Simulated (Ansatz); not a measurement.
# C5H14AlNO: up Jacob's ladder to CCSD(T)

The task here is to estimate one member of a computed series from the others.

Computed with Ansatz 0.2.0, Gaussian basis. Level: functionals in def2-TZVPP, the program's frozen cores in correlated methods.

The runs, in order: LDA (SPW92), PBE-D4, revPBE-D4, BLYP-D4, r2SCAN-D4, B97M-V, PBE0-D4, B3LYP-D4, r2SCANh-D4, r2SCAN0-D4, HSE06-D4, BHLYP-D4, CAM-B3LYP-D4, LC-ωPBE, ωB97X-V, ωB97M-V, B2PLYP, PBE-QIDH; CCSD(T)/def2-SVP; CCSD(T)/def2-TZVPP; MP2/def2-QZVPP; extrapolation to the limit; RPA on PBE.

## The relaxed structure

The geometry comes from an earlier relaxation with PBE0-D4 in a triple-zeta def2 set; it is a stationary point, not always the lowest conformer.

SMILES `C[CH](C)[Al]([OH])[N](C)C`, 22 atoms, charge 0, spin multiplicity 1.

Atoms are counted from 1 here; the program's logs count them from 0.

Bond lengths: C1–C2 1.525 Å, C1–H9 1.097 Å, C1–H10 1.093 Å, C1–H11 1.095 Å, C2–C3 1.533 Å, C2–Al4 1.964 Å, C2–H12 1.101 Å, C3–H13 1.097 Å, C3–H14 1.095 Å, C3–H15 1.093 Å, Al4–O5 1.703 Å, Al4–N6 1.780 Å, O5–H16 0.954 Å, N6–C7 1.442 Å, N6–C8 1.442 Å, C7–H17 1.100 Å, C7–H18 1.100 Å, C7–H19 1.091 Å and more. Angles: C2–C1–H9 110.9°, C2–C1–H10 112.6°, C2–C1–H11 111.7°, H9–C1–H10 107.2°, H9–C1–H11 106.7°, H10–C1–H11 107.5°, C1–C2–C3 110.8°, C1–C2–Al4 118.4°, C1–C2–H12 107.6°, C3–C2–Al4 109.5°, C3–C2–H12 106.8°, Al4–C2–H12 102.9°, C2–C3–H13 111.1°, C2–C3–H14 111.5°, C2–C3–H15 112.2°, H13–C3–H14 106.8°, H13–C3–H15 107.7°, H14–C3–H15 107.5° and more.

Set-up of the first run:

Input file in.yaml:

```yaml
crystal:
  periodic: [false, false, false]
  atoms:
    - {symbol: C, position_ang: [-0.824499, -2.190677, 0.327712]}
    - {symbol: C, position_ang: [-1.525818, -0.883642, -0.025787]}
    - {symbol: C, position_ang: [-2.557985, -0.512643, 1.044651]}
    - {symbol: Al, position_ang: [-0.420316, 0.685773, -0.440545]}
    - {symbol: O, position_ang: [-1.326995, 2.052565, -0.899325]}
    - {symbol: N, position_ang: [1.355196, 0.802272, -0.380966]}
    - {symbol: C, position_ang: [2.240086, -0.262098, 0.023409]}
    - {symbol: C, position_ang: [2.086372, 1.993987, -0.731870]}
    - {symbol: H, position_ang: [-1.552450, -2.997284, 0.479634]}
    - {symbol: H, position_ang: [-0.133175, -2.520779, -0.452384]}
    - {symbol: H, position_ang: [-0.253350, -2.104268, 1.257616]}
    - {symbol: H, position_ang: [-2.082460, -1.047293, -0.961077]}
    - {symbol: H, position_ang: [-3.288552, -1.319038, 1.183951]}
    - {symbol: H, position_ang: [-2.083608, -0.344547, 2.017477]}
    - {symbol: H, position_ang: [-3.110548, 0.394443, 0.787478]}
    - {symbol: H, position_ang: [-0.977177, 2.912619, -1.118086]}
    - {symbol: H, position_ang: [2.845612, 0.023754, 0.896577]}
    - {symbol: H, position_ang: [2.942652, -0.533197, -0.778964]}
    - {symbol: H, position_ang: [1.680666, -1.159922, 0.289819]}
    - {symbol: H, position_ang: [2.681487, 2.371318, 0.113179]}
    - {symbol: H, position_ang: [2.784737, 1.813375, -1.562713]}
    - {symbol: H, position_ang: [1.410824, 2.795283, -1.041187]}
basis:
  gaussian: {orbitals: def2-TZVPP}
hamiltonian: {xc: lda}
output: {orbitals: {seedname: orbitals}}
```

Steps of the session up to this table: LDA; PBE-D4 (GGA); revPBE-D4 (GGA); BLYP-D4 (GGA); r2SCAN-D4 (meta-GGA); B97M-V (meta-GGA); PBE0-D4 (hybrid); B3LYP-D4 (hybrid); r2SCANh-D4 (hybrid); r2SCAN0-D4 (hybrid); HSE06-D4 (hybrid); BHLYP-D4 (hybrid); CAM-B3LYP-D4 (range-separated); LC-ωPBE (range-separated); ωB97X-V (range-separated); ωB97M-V (range-separated); B2PLYP (double hybrid); PBE-QIDH (double hybrid).

One table of the session follows, with a row left open; its other results are not shown here.

It belongs to the step «Orbital energies across the functionals». 

| functional | HOMO (eV) | gap (eV) |
| --- | --- | --- |
| LDA (SPW92) | -5.11 | 4.24 |
| PBE-D4 | -4.98 | 4.35 |
| revPBE-D4 | -4.93 | 4.43 |
| BLYP-D4 | -4.88 | 4.30 |
| r2SCAN-D4 | -5.21 | 5.02 |
| B97M-V | -5.33 | 4.79 |
| PBE0-D4 | -6.25 | 6.44 |
| B3LYP-D4 | -6.06 | 5.96 |
| r2SCANh-D4 | -5.69 | 5.76 |
| r2SCAN0-D4 | -6.42 | 6.87 |
| HSE06-D4 | -5.85 | 5.67 |
| BHLYP-D4 | -7.49 | 8.36 |
| CAM-B3LYP-D4 | -7.64 | 8.65 |
| LC-ωPBE | ? | ? |
| ωB97X-V | -8.65 | 10.66 |
| ωB97M-V | -8.57 | 10.20 |

Q: Estimate the row for LC-ωPBE from the others.

As computed: HOMO (eV): -8.97; gap (eV): 11.24. In the column «HOMO (eV)» it is the lowest.
